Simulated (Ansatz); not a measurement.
# HfMg6Mn (Amm2) in Ansatz: equation of state, part 2 of 2

Ansatz 0.2.0. Earlier steps stand in the parts before.

### Step 4. Single point, PBE, collinear spin, ferromagnetic start, 20.63 Å³/atom (volume scaled by 0.98)

Input file input.yaml:

```yaml
crystal:
  lattice:
    - [4.8752719739, 0.0, 0.0]
    - [0.0, 3.064858866, 5.5220348221]
    - [0.0, -3.064858866, 5.5220348221]
  atoms:
    - { symbol: Hf, position: [0.5, 0.687216, 0.687216] }
    - { symbol: Mn, position: [0.0, 0.810982, 0.810982], spin: 4.0 }
    - { symbol: Mg, position: [0.5, 0.166502, 0.166502] }
    - { symbol: Mg, position: [0.5, 0.165677, 0.680483] }
    - { symbol: Mg, position: [0.5, 0.680483, 0.165677] }
    - { symbol: Mg, position: [0.0, 0.328861, 0.328861] }
    - { symbol: Mg, position: [0.0, 0.336504, 0.823776] }
    - { symbol: Mg, position: [0.0, 0.823776, 0.336504] }
hamiltonian:
  xc: pbe
  pseudopotentials: { kind: paw }
magnetization:
  spin_polarized: true
kpoints:
  mp_grid: { grid: [6, 5, 5] }
scf:
  occupations: { method: fermi_dirac, width: 0.05 }
output:
  forces: true
  stress: true
  eigenvalues: true
```

Potentials or basis: Ansatz PAW.

The run is started by

```console
> ansatz run input.yaml --threads 4 --pin off --max-ram 10240MiB --backend cpu --events-out ev --progress --plain --runs-dir out
```

Standard output:

```text
Warning: RAYON_NUM_THREADS=4 ignored (pool sized by the plan → 4); use --threads N
Engine: ansatz 0.2.0, x86_64-unknown-linux-gnu
Pseudopotentials: kind: paw
Pseudopotential: Hf, paw, valence charge 26, recommended cutoff 420 eV (normal), Hf.paw.azcp
Pseudopotential: Mn, paw, valence charge 15, recommended cutoff 420 eV (normal), Mn.paw.azcp
Pseudopotential: Mg, paw, valence charge 10, recommended cutoff 420 eV (normal), Mg.paw.azcp
Functional definition: PBE
  parameter kappa = 0.804
  parameter beta = 0.06672455060314922
  exchange = pbe_x(kappa = kappa, mu = beta*pi^2/3)
  correlation = pbe_c(beta = beta)
Crystal: 8 atoms, lattice volume = 165.021 Å³
Basis set: ecut = 420 eV, 3237 PW (Γ), exchange–correlation on 72×90×90 points (8 copies of the dense FFT grid, shifted against one another)
Bands: 63, of which v1, the nominal top of the filled ones, is band 51 counted from 1 (50 counted from 0)
Symmetry: 4 space group operations
Space group: Amm2 (ITA 38), of the structure as read, at distance tolerance 5.5e-5 Å
Magnetic group: BNS 38.187 (UNI 285), of the structure as read, at distance tolerance 5.5e-5 Å
k-points: 36 of 150 (time reversal used)
Non-local potential: Hf, projectors of the file, l = 0: 3, l = 1: 2, l = 2: 2, l = 3: 3
Non-local potential: Mn, projectors of the file, l = 0: 3, l = 1: 2, l = 2: 3, l = 3: 1
Non-local potential: Mg, projectors of the file, l = 0: 3, l = 1: 2, l = 2: 1
PAW form: soft (Blöchl's): semilocal exchange-correlation on the pseudo side does not see the compensation charge
PAW one-centre angular grid: Hf, 590 points (default); XC on 64 Gauss nodes
PAW one-centre angular grid: Mn, 590 points (default); XC on 64 Gauss nodes
PAW one-centre angular grid: Mg, 110 points (default); XC on 64 Gauss nodes
Initial density: superposition of atomic densities (chi_scale 0.1, normalization cell)
Starting moments: Σ|m| = 4 μB on 1 of 8 sites
Initial wavefunctions: pseudopotential atomic-orbital guess
Functional: x = pbe(κ = 0.804, μ = 0.2195149727645171), c = pbe(β = 0.06672455060314922)
SCF iter   1: F=—  HF=-31162.020702 eV  |F-HF|=—  |Δ(HF+E_count)|=         —  Δρ=2.25e-2 (↑1.48e-2 ↓2.25e-2)  dr2=4.32e0  dr2_m=2.90e-1  M=2.875 μB ∫|m|=4.080 μB  β_m=0.30  ethr=3.10e-3  ⟨swp⟩=6.6  Hψ=16033  notcnv=0  defer=8
Mixer restart at iter 1: flushing history
preconditioner: auto → Kerker (q_TF=auto, 2.514 Å⁻¹)  [metal: Δε(μ)=0.004 eV  Ē_g=8.470 eV  σ=0.050 eV  W_gap=0.02  n_scr=44 (ndim 8)  ℏωp=17.6 eV  f_vac=0.000  D(μ)=5.88/eV (n_scr^D=44)]
spin=Collinear: Kerker preconditioning applied to the charge; magnetization (m = ρ↑ − ρ↓) channel mixes plain (no charge-response kernel on spin).
SCF iter   2: F=—  HF=-31162.003799 eV  |F-HF|=—  |Δ(HF+E_count)|=   1.69e-2  Δρ=1.78e-2 (↑1.14e-2 ↓1.78e-2)  dr2=2.80e0  dr2_m=1.66e-1  M=2.812 μB ∫|m|=4.112 μB  β_m=0.62  ethr=3.10e-3  ⟨swp⟩=2.0  Hψ=5791  notcnv=0  defer=220
SCF iter   3: F=—  HF=-31161.779018 eV  |F-HF|=—  |Δ(HF+E_count)|=   2.25e-1  Δρ=4.95e-3 (↑4.95e-3 ↓3.48e-3)  dr2=1.59e-1  dr2_m=2.15e-3  M=2.642 μB ∫|m|=4.255 μB  β_m=0.71  ethr=2.77e-3  ⟨swp⟩=3.0  Hψ=6344  notcnv=0  defer=255
SCF iter   4: F=—  HF=-31161.764340 eV  |F-HF|=—  |Δ(HF+E_count)|=   1.47e-2  Δρ=4.89e-3 (↑4.89e-3 ↓3.24e-3)  dr2=1.91e-2  dr2_m=2.31e-2  M=2.723 μB ∫|m|=4.390 μB  β_m=0.66  ethr=1.58e-4  ⟨swp⟩=2.9  Hψ=9287  notcnv=0  defer=241
SCF iter   5: F=—  HF=-31161.761007 eV  |F-HF|=—  |Δ(HF+E_count)|=   3.33e-3  Δρ=4.12e-3 (↑9.68e-4 ↓4.12e-3)  dr2=3.27e-2  dr2_m=7.32e-3  M=2.752 μB ∫|m|=4.432 μB  β_m=0.83  ethr=1.89e-5  ⟨swp⟩=2.0  Hψ=8826  notcnv=0  defer=241
[... 15 lines left out ...]
Magnetization: 2.7811 μB (51.8906 up, 49.1094 down)
Absolute magnetization: 4.5202 μB (∫|ρ↑−ρ↓|, with the PAW one-centre terms)
Spin contamination: 0.8231 ħ² per cell (⟨S²⟩ above its minimum at these occupations)
Per-site moments (μB) at R_I (Å): [(-0.28082605680365685, 1.1528198705375543), (3.3650869004332913, 1.1528198705375543), (0.006773843323306582, 1.248266953405591), (-0.025188677300712, 1.2268171844197533), (-0.02518867730071267, 1.2268171844197533), (-0.02795219348977349, 1.248266953405591), (-0.03174743041208065, 1.2187907417601442), (-0.03174743041208087, 1.2187907417601442)]
Free energy (F): -31161.777025 eV
Harris-Foulkes:  -31161.777025 eV  (|F-HF|=2.63e-9)
Internal energy: -31161.738028 eV  (E = F + TS)
E sigma→0 (E₀):  -31161.757527 eV
Entropy (-TS):   -0.038997 eV (-4.875 meV/atom)
Fermi energy:    8.619720 eV
--- Per-component energies (eV) ---
  E_band       = -2531.653819
  E_kinetic    = 1176.474968
  E_local      = -18616.258019  (includes V_loc(G=0)·N_el)
  E_nonlocal   = -424.034914
  E_hartree    = 7504.157677
  E_xc         = -583.867871
  E_vxc        = -631.056418  (∫ρ·V_xc dr)
  E_paw        = -9983.324289  (= ΣΔE_a)
  E_vpaw       = 954.900422  (= ΣTr[D̂ρ^β])
  E_aug_tail   = -0.000029  (compensation charges beyond the density's cutoff)
  E_ewald      = -10234.885551
  E_smearing   = -0.038997  (= −TS)
  E_closure    = 0.000000  (closes the sum)
  Σ components = -31161.777025   (vs F -31161.777025, Δ=0.00e0)
--- Forces (eV/Å), atoms counted from 1 ---
  atom   1  Hf     0.00000000     0.00000000     0.04837134
  atom   2  Mn     0.00000000     0.00000000    -0.00929986
  atom   3  Mg     0.00000000     0.00000000     0.03487077
  atom   4  Mg     0.00000000     0.03361239     0.05225835
  atom   5  Mg     0.00000000    -0.03361239     0.05225835
  atom   6  Mg     0.00000000     0.00000000    -0.04802238
  atom   7  Mg     0.00000000    -0.03344963    -0.06521720
  atom   8  Mg     0.00000000     0.03344963    -0.06521720
  max |Σ_I F_I| component: 2.18e-6 eV/Å
--- Stress (GPa, compression-positive) ---
        1.007934       0.000000       0.000000
        0.000000       1.404920       0.000000
        0.000000       0.000000       1.237556
  P = ⅓ Tr σ = 1.2168 GPa (12.168 kbar)
--- Band table (eV; the first three rows and the last of 72) ---
  k-point 0 ↑: bands = ["-72.1564", "-67.2891", "-66.8171", "-66.8151", "-66.8052", "-66.7429", "-66.7410", "-53.3163", "-40.9510", "-40.9505", "-40.7919", "-34.0564", "-34.0560", "-34.0155", "-33.6035", "-33.5852", "-33.5835", "-33.5775", "-33.5641", "-33.5590", "-33.5566", "-33.5466", "-33.5318", "-33.5295", "-33.5112", "-33.4976", "-33.4952", "-33.4681", "-33.4584", "-21.9770", "-21.9466", "-21.9022", "-3.3551", "-3.3534", "-3.3526", "-3.3505", "-3.3499", "-3.3434", "-3.3396", "1.5526", "5.6100", "5.7274", "5.8760", "6.2677", "6.2901", "6.3343", "6.4286", "6.6793", "7.1640", "7.4491", "7.4738", "7.7053", "8.5613", "9.1475", "9.6561", "10.6619", "10.8847", "11.4639", "11.9029", "12.2359", "12.7070", "13.1759", "13.3944"]
  k-point 1 ↑: bands = ["-72.1564", "-67.2891", "-66.8169", "-66.8152", "-66.8052", "-66.7427", "-66.7411", "-53.3163", "-40.9510", "-40.9505", "-40.7919", "-34.0563", "-34.0560", "-34.0155", "-33.6015", "-33.5851", "-33.5850", "-33.5769", "-33.5648", "-33.5585", "-33.5560", "-33.5478", "-33.5304", "-33.5292", "-33.5130", "-33.4974", "-33.4954", "-33.4675", "-33.4594", "-21.9773", "-21.9467", "-21.9022", "-3.3552", "-3.3534", "-3.3526", "-3.3505", "-3.3500", "-3.3434", "-3.3395", "1.7769", "4.8057", "5.4691", "5.5662", "6.1143", "6.2810", "6.3342", "6.4289", "6.6658", "7.4423", "7.8794", "7.9175", "8.3018", "9.0873", "9.2311", "9.5702", "10.5610", "10.7655", "11.3020", "11.3484", "12.4888", "12.8288", "13.1135", "13.1688"]
  k-point 2 ↑: bands = ["-72.1564", "-67.2891", "-66.8165", "-66.8157", "-66.8051", "-66.7424", "-66.7415", "-53.3163", "-40.9510", "-40.9504", "-40.7919", "-34.0562", "-34.0559", "-34.0155", "-33.5969", "-33.5890", "-33.5847", "-33.5759", "-33.5657", "-33.5578", "-33.5545", "-33.5503", "-33.5294", "-33.5262", "-33.5171", "-33.4969", "-33.4958", "-33.4660", "-33.4617", "-21.9778", "-21.9469", "-21.9022", "-3.3553", "-3.3533", "-3.3526", "-3.3505", "-3.3500", "-3.3434", "-3.3395", "2.4357", "3.4935", "5.1520", "5.3272", "6.1649", "6.2113", "6.2330", "6.4279", "6.7214", "8.0203", "8.2153", "8.4129", "8.9666", "9.3328", "9.4144", "9.9114", "10.1270", "10.7902", "11.2653", "11.5616", "12.1706", "12.2827", "12.9481", "13.1496"]
  k-point 35 ↓: bands = ["-68.6000", "-67.2969", "-66.8240", "-66.8225", "-66.8020", "-66.7482", "-66.7466", "-53.4495", "-37.4479", "-37.3891", "-37.3834", "-34.0637", "-34.0624", "-34.0273", "-33.6055", "-33.5880", "-33.5789", "-33.5757", "-33.5706", "-33.5685", "-33.5649", "-33.5604", "-33.5339", "-33.5263", "-33.5164", "-33.5061", "-33.5038", "-33.4762", "-33.4680", "-22.1652", "-22.1413", "-22.1219", "-3.3918", "-3.3880", "-3.3855", "-3.3854", "-3.3844", "-3.3724", "-3.3718", "4.3986", "4.4817", "4.6218", "4.6514", "5.6619", "5.6944", "7.9125", "7.9334", "8.1058", "8.1744", "8.3198", "8.6092", "9.9229", "10.2111", "10.6591", "10.9045", "11.0012", "11.3824", "11.6987", "11.7971", "11.9077", "12.5137", "13.8006", "13.9873"]
```

Wall time 15 s (4 threads of Intel Xeon Platinum 8559C (Emerald Rapids), shared host); peak memory 0.94 GiB.

Results:

* Free energy: -31161.7770 eV
* Pressure: 1.2 GPa
* Largest force: 0.073 eV/Å
* Band gap on the k mesh: none (metal or under the smearing width)
* Net moment: 2.78 μB per cell
* Absolute moment: 4.52 μB per cell
* Site moments: Hf -0.28; Mn +3.37; Mg +0.01, -0.03 μB

### Step 5. Single point, PBE, collinear spin, ferromagnetic start, 21.05 Å³/atom

input.yaml: that of step 4 with these lines changed.

```diff
@@ -2,5 +2,5 @@
   lattice:
-    - [4.8752719739, 0.0, 0.0]
-    - [0.0, 3.064858866, 5.5220348221]
-    - [0.0, -3.064858866, 5.5220348221]
+    - [4.908214, 0.0, 0.0]
+    - [0.0, 3.085568, 5.559347]
+    - [0.0, -3.085568, 5.559347]
   atoms:
```

The run is started by

```console
> ansatz run input.yaml --threads 4 --pin off --max-ram 10240MiB --backend cpu --events-out ev --progress --plain --runs-dir out
```

Wall time 15 s (4 threads of Intel Xeon Platinum 8559C (Emerald Rapids), shared host); peak memory 0.94 GiB.

Results (log left out):

* Free energy: -31161.7916 eV
* Pressure: 0.2 GPa
* Largest force: 0.050 eV/Å
* Band gap on the k mesh: none (metal or under the smearing width)
* Net moment: 2.81 μB per cell
* Absolute moment: 4.60 μB per cell
* Site moments: Hf -0.29; Mn +3.42; Mg +0.01, -0.03 μB

### Step 6. Single point, PBE, collinear spin, ferromagnetic start, 21.47 Å³/atom (volume scaled by 1.02)

input.yaml: that of step 5 with these lines changed.

```diff
@@ -2,5 +2,5 @@
   lattice:
-    - [4.908214, 0.0, 0.0]
-    - [0.0, 3.085568, 5.559347]
-    - [0.0, -3.085568, 5.559347]
+    - [4.9407196758, 0.0, 0.0]
+    - [0.0, 3.1060028207, 5.5961649405]
+    - [0.0, -3.1060028207, 5.5961649405]
   atoms:
```

Potentials or basis: Ansatz PAW.

The run is started by

```console
> ansatz run input.yaml --threads 4 --pin off --max-ram 10240MiB --backend cpu --events-out ev --progress --plain --runs-dir out
```

It took 14 s on 4 threads of Intel Xeon Platinum 8559C (Emerald Rapids), shared host; peak memory 0.95 GiB.

It converged, with:

| Quantity | Value |
| --- | --- |
| Free energy | -31161.7855 eV |
| Pressure | -0.7 GPa |
| Largest force | 0.061 eV/Å |
| Band gap on the k mesh | none (metal or under the smearing width) |
| Net moment | 2.83 μB per cell |
| Absolute moment | 4.68 μB per cell |
| Site moments | Hf -0.31; Mn +3.48; Mg +0.00, -0.03 μB |

### Step 7. Single point, PBE, collinear spin, ferromagnetic start, 21.89 Å³/atom (volume scaled by 1.04)

input.yaml: that of step 6 with these lines changed.

```diff
@@ -2,5 +2,5 @@
   lattice:
-    - [4.9407196758, 0.0, 0.0]
-    - [0.0, 3.1060028207, 5.5961649405]
-    - [0.0, -3.1060028207, 5.5961649405]
+    - [4.9728031701, 0.0, 0.0]
+    - [0.0, 3.1261722353, 5.6325046921]
+    - [0.0, -3.1261722353, 5.6325046921]
   atoms:
@@ -27 +27,5 @@
   eigenvalues: true
+  write_density: true
+  write_potential: true
+  elf: true
+  volumetric_format: npy
```

The run is started by

```console
> ansatz run input.yaml --threads 4 --pin off --max-ram 10240MiB --backend cpu --events-out ev --progress --plain --runs-dir out
```

It took 17 s on 4 threads of Intel Xeon Platinum 8559C (Emerald Rapids), shared host; peak memory 0.97 GiB.

It converged, with:

| Quantity | Value |
| --- | --- |
| Free energy | -31161.7607 eV |
| Pressure | -1.6 GPa |
| Largest force | 0.086 eV/Å |
| Band gap on the k mesh | none (metal or under the smearing width) |
| Net moment | 2.85 μB per cell |
| Absolute moment | 4.76 μB per cell |
| Site moments | Hf -0.32; Mn +3.53; Mg +0.00, -0.03 μB |

### Step 8. Single point, PBE, collinear spin, ferromagnetic start, 22.31 Å³/atom (volume scaled by 1.06)

input.yaml: that of step 7 with these lines changed.

```diff
@@ -2,5 +2,5 @@
   lattice:
-    - [4.9728031701, 0.0, 0.0]
-    - [0.0, 3.1261722353, 5.6325046921]
-    - [0.0, -3.1261722353, 5.6325046921]
+    - [5.0044779296, 0.0, 0.0]
+    - [0.0, 3.1460846973, 5.6683814855]
+    - [0.0, -3.1460846973, 5.6683814855]
   atoms:
@@ -27,5 +27 @@
   eigenvalues: true
-  write_density: true
-  write_potential: true
-  elf: true
-  volumetric_format: npy
```

The run is started by

```console
> ansatz run input.yaml --threads 4 --pin off --max-ram 10240MiB --backend cpu --events-out ev --progress --plain --runs-dir out
```

Run time: 15 s. Hardware: 4 threads of Intel Xeon Platinum 8559C (Emerald Rapids), shared host; peak memory 0.97 GiB.

The run converged. Its results:

| Property | Result |
| --- | --- |
| Free energy | -31161.7189 eV |
| Pressure | -2.4 GPa |
| Largest force | 0.109 eV/Å |
| Band gap on the k mesh | none (metal or under the smearing width) |
| Net moment | 2.87 μB per cell |
| Absolute moment | 4.83 μB per cell |
| Site moments | Hf -0.34; Mn +3.58; Mg +0.00, -0.03 μB |

### Step 9. Equation of state, PBE, collinear spin, ferromagnetic start

Potentials or basis: Ansatz PAW.

No new run: the results of the series are fitted here.

Results:

| Item | Value |
| --- | --- |
| Equilibrium volume | 21.13 Å³/atom |
| Bulk modulus at fixed shape and positions | 48 GPa |
| Pressure derivative of the bulk modulus | 3.8 |

Energy against volume, from the lowest point:
| volume (Å³/atom) | energy (meV/atom) |
| --- | --- |
| 19.786 | 14.28 |
| 20.207 | 6.48 |
| 20.628 | 1.82 |
| 21.049 | 0.00 |
| 21.470 | 0.76 |
| 21.891 | 3.86 |
| 22.311 | 9.09 |

Caveat: the cell was scaled at fixed shape and fractional positions, which overstates the stiffness of a crystal with free parameters, most of all of layers and chains.
